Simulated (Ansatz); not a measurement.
# AlF3H2O: the cost of one run

All numbers below are computed with Ansatz 0.2.0 (RHF/def2-SVP).

**1. The starting structure**

Bond lengths: Al1–F2 2.040 Å, Al1–F3 1.690 Å, Al1–F4 1.690 Å, Al1–O5 2.080 Å, O5–H6 1.010 Å. Angles: F2–Al1–F3 120.0°, F2–Al1–F4 120.0°, F2–Al1–O5 71.6°, F3–Al1–F4 120.0°, F3–Al1–O5 97.0°, F4–Al1–O5 101.2°, Al1–O5–H6 109.5°.

Coordinates:

```xyz
7

Al    0.0000    0.0000    0.0000
F     0.0000    0.0000    2.0400
F     1.4635    0.0000   -0.8450
F    -1.4635    0.0000   -0.8450
O     0.0869   -1.9720    0.6559
H    -0.4595   -2.5566    0.0397
H     0.0526   -1.1932    1.7520
```

**2. A restrained relaxation towards end A**

Springs on the bonds that form and break draw the guess towards this end; the thresholds are loose.

Contents of input.yaml:

```yaml
crystal:
  periodic: [false, false, false]
  atoms:
    - { symbol: Al, position_ang: [0.0, 0.0, 0.0] }
    - { symbol: F, position_ang: [0.0, 0.0, 2.04] }
    - { symbol: F, position_ang: [1.4635, 0.0, -0.845] }
    - { symbol: F, position_ang: [-1.4635, 0.0, -0.845] }
    - { symbol: O, position_ang: [0.0869, -1.972, 0.6559] }
    - { symbol: H, position_ang: [-0.4595, -2.5566, 0.0397] }
    - { symbol: H, position_ang: [0.0526, -1.1932, 1.752] }
basis:
  gaussian: { orbitals: def2-SVP }
hamiltonian:
  xc: hf
relax:
  f_tol: 0.15
  max_steps: 25
  restrain:
    - { distance: [0, 4], at: 2.98, k: 30.0 }
    - { distance: [6, 1], at: 2.12, k: 30.0 }
    - { distance: [0, 1], at: 1.69, k: 30.0 }
    - { distance: [6, 4], at: 1.01, k: 30.0 }
output:
  orbitals: {}
```

Started as:

```bash
> ansatz run input.yaml --threads 1 --pin off --max-ram 2048MiB --backend cpu --events-out ev --progress --plain --runs-dir out
```

Q: Estimate wall time and peak memory on 1 thread of Arm Neoverse V2, shared host.

About 14 s, with a peak of 0.15 GiB.
